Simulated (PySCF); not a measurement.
**One shape, several levels: C2HBrN2Se (SMILES Brc1nnc[se]1)**

Aim: a comparison of 6 runs (HF/STO-3G, HF/def2-SVP, r2SCAN/STO-3G, B3LYP/6-31G*, TPSS/def2-SVPD) of C2HBrN2Se. The job is set up through a Python script.

Program for the calculation: PySCF 2.14.0.

## (1) The structure to begin with

C2HBrN2Se has 7 atoms, charge 0, and is taken as a singlet. SMILES: `Brc1nnc[se]1`. The shape comes from GFN2-xTB, which is rough for such elements, and wasn't checked as a minimum.

Bond lengths: Br1–C2 1.858 Å, C2–N3 1.281 Å, N3–N4 1.313 Å, N4–C5 1.279 Å, C2–Se6 1.917 Å, C5–Se6 1.886 Å, C5–H7 1.075 Å. Angles: Br1–C2–N3 122.8°, Br1–C2–Se6 122.8°, N3–C2–Se6 114.4°, C2–N3–N4 115.1°, N3–N4–C5 116.4°, N4–C5–Se6 114.9°, C2–Se6–C5 79.2°, N4–C5–H7 121.8°, Se6–C5–H7 123.3°.

## (2) Energy and forces at HF/STO-3G (run 1)

input.py

```python
import pyscf.grad
from pyscf import gto, scf

mol = gto.Mole()
mol.atom = '''
Br    -1.637400    -1.777570     1.713750
C     -0.591320    -0.698690     0.621390
N      0.260730    -1.171700    -0.209710
N      0.918680    -0.273650    -0.905830
C      0.630250     0.950240    -0.671160
Se    -0.697260     1.215170     0.641980
H      1.116320     1.756200    -1.190410
'''
mol.basis = 'sto-3g'
mol.spin = 0
mol.verbose = 4
mol.max_memory = 1860
mol.build()

calc0 = scf.RHF(mol)
calc0.conv_tol = 1e-10
calc0.kernel()
if not calc0.converged:
    calc0 = calc0.newton().run(calc0.mo_coeff, calc0.mo_occ)

e_final = calc0.e_tot
print(f'total energy: {e_final:.8f} hartree')
grad = calc0.Gradients().kernel()
dip = calc0.dip_moment()
pop, q = calc0.mulliken_pop()
```

The run is started by

```console
$ OMP_NUM_THREADS=1 python input.py
```

Output:

```text
PySCF version 2.14.0

[... 67 lines left out ...]
converged SCF energy = -5101.0378017148
total energy: -5101.03780171 hartree
[... 13 lines left out ...]
Dipole moment(X, Y, Z, Debye): -0.94808,  2.64155,  0.83182
[... 65 lines left out ...]
charge of    6H =      0.10973
```

It took 11 s on 1 thread of Intel Xeon at 2.70GHz, shared host; peak memory 0.13 GiB.

## (3) Energy and gradient at HF/def2-SVP (run 2)

job.py

```python
from pyscf import gto, scf

molecule = gto.M(
    atom='''
Br  -1.637400  -1.777570   1.713750
C   -0.591320  -0.698690   0.621390
N    0.260730  -1.171700  -0.209710
N    0.918680  -0.273650  -0.905830
C    0.630250   0.950240  -0.671160
Se  -0.697260   1.215170   0.641980
H    1.116320   1.756200  -1.190410
''',
    basis='def2-svp',
    charge=0,
    spin=0,
    verbose=3,
    max_memory=1860,
)

calc0 = scf.RHF(molecule)
calc0.conv_tol = 1e-10
calc0.kernel()
if not calc0.converged:
    calc0 = calc0.newton().run(calc0.mo_coeff, calc0.mo_occ)

e_tot = calc0.e_tot
print('E = %.10f Eh' % e_tot)
grad = calc0.nuc_grad_method().kernel()
dip = calc0.dip_moment()
pop, q = calc0.mulliken_pop()
```

The run is started by

```console
$ OMP_NUM_THREADS=1 python job.py
```

Output:

```text
converged SCF energy = -5156.63542117716
[... 11 lines left out ...]
Dipole moment(X, Y, Z, Debye): -1.19282,  3.32406,  1.04626
[... 133 lines left out ...]
charge of    6H =      0.09936
```

Run time: 25 s. Hardware: 1 thread of Intel Xeon at 2.70GHz, shared host; peak memory 0.35 GiB.

Runs 3 to 5 aren't shown in full; the table further down has their settings and results.

## (4) Energy and forces at TPSS/def2-SVPD (run 6)

input.py

```python
import pyscf.grad
from pyscf import gto, dft

molecule = gto.M(
    atom='''
Br    -1.637400    -1.777570     1.713750
C     -0.591320    -0.698690     0.621390
N      0.260730    -1.171700    -0.209710
N      0.918680    -0.273650    -0.905830
C      0.630250     0.950240    -0.671160
Se    -0.697260     1.215170     0.641980
H      1.116320     1.756200    -1.190410
''',
    verbose=4,
    basis='def2-svpd',
    max_memory=1860,
)

ks = dft.RKS(molecule, xc='tpss')
ks.conv_tol = 1e-10
ks.grids.level = 5
ks.kernel()
if not ks.converged:
    ks = ks.newton().run(ks.mo_coeff, ks.mo_occ)

e_tot = ks.e_tot
print('E = %.10f Eh' % e_tot)
grad = ks.Gradients().kernel()
ks.analyze()
```

The run is started by

```console
$ OMP_NUM_THREADS=1 python input.py
```

Output:

```text
PySCF version 2.14.0

[... 108 lines left out ...]
MO #2   energy= -452.797519662217  occ= 2
[... 20 lines left out ...]
MO #23  energy= -2.52587565566979  occ= 2
[... 20 lines left out ...]
MO #44  energy= -0.295779509282503 occ= 2
[... 20 lines left out ...]
MO #65  energy= 0.13950715239201   occ= 0
[... 20 lines left out ...]
MO #86  energy= 0.374678808430397  occ= 0
[... 20 lines left out ...]
MO #107 energy= 0.691207306589925  occ= 0
[... 20 lines left out ...]
MO #128 energy= 1.14482628587858   occ= 0
[... 20 lines left out ...]
MO #149 energy= 2.21893117892805   occ= 0
[... 20 lines left out ...]
MO #170 energy= 3.9088976731465    occ= 0
[... 180 lines left out ...]
Dipole moment(X, Y, Z, Debye): -0.95187,  2.69529,  0.83284
```

Run time: 3.5 min. Hardware: 1 thread of Intel Xeon at 2.70GHz, shared host; peak memory 2.2 GiB.

## (5) Overview of the runs

```
run                               level  integration grid  Cartesian functions   energy (Eh)  dipole moment (D)  HOMO energy (eV)  LUMO energy (eV)  wall time
  1                           HF/STO-3G                 –                   no  -5101.037802               2.93             -8.35              5.22       11 s
  2                         HF/def2-SVP                 –                   no  -5156.635421               3.68            -10.31              1.94       25 s
  3                       r2SCAN/STO-3G                 5                   no  -5104.883073               2.67             -3.97              0.19       38 s
  4  B3LYP/6-31G* (spherical functions)                 5                   no  -5161.414886               3.00             -7.31             -1.74      100 s
  5  B3LYP/6-31G* (Cartesian functions)                 5                  yes  -5161.435390               3.01             -7.33             -1.75      2 min
  6                      TPSS/def2-SVPD                 5                   no  -5161.131056               2.98             -6.46             -2.64    3.5 min
```

## (6) Summary of results

| quantity | value |
| --- | --- |
| run 6: total energy | -5161.13106 Eh |
| run 6: dipole moment | 2.98 D |
| run 6: HOMO energy | -6.46 eV |
| run 6: LUMO energy | -2.64 eV |
| run 6: HOMO–LUMO gap | 3.82 eV |
| run 6: largest force on an atom | 1.909 eV/Å |

In words: The dipole moment (its size) runs from 2.67 D (r2SCAN/STO-3G) to 3.68 D (HF/def2-SVP). The two ends differ in method and basis. The HOMO–LUMO gap runs from 3.82 eV (TPSS/def2-SVPD) to 13.57 eV (HF/STO-3G). Totals of different functionals can't be ranked against each other. In runs 1, 3 the basis is minimal, so the values are rough. All runs together took 8.4 min, the longest 3.5 min.
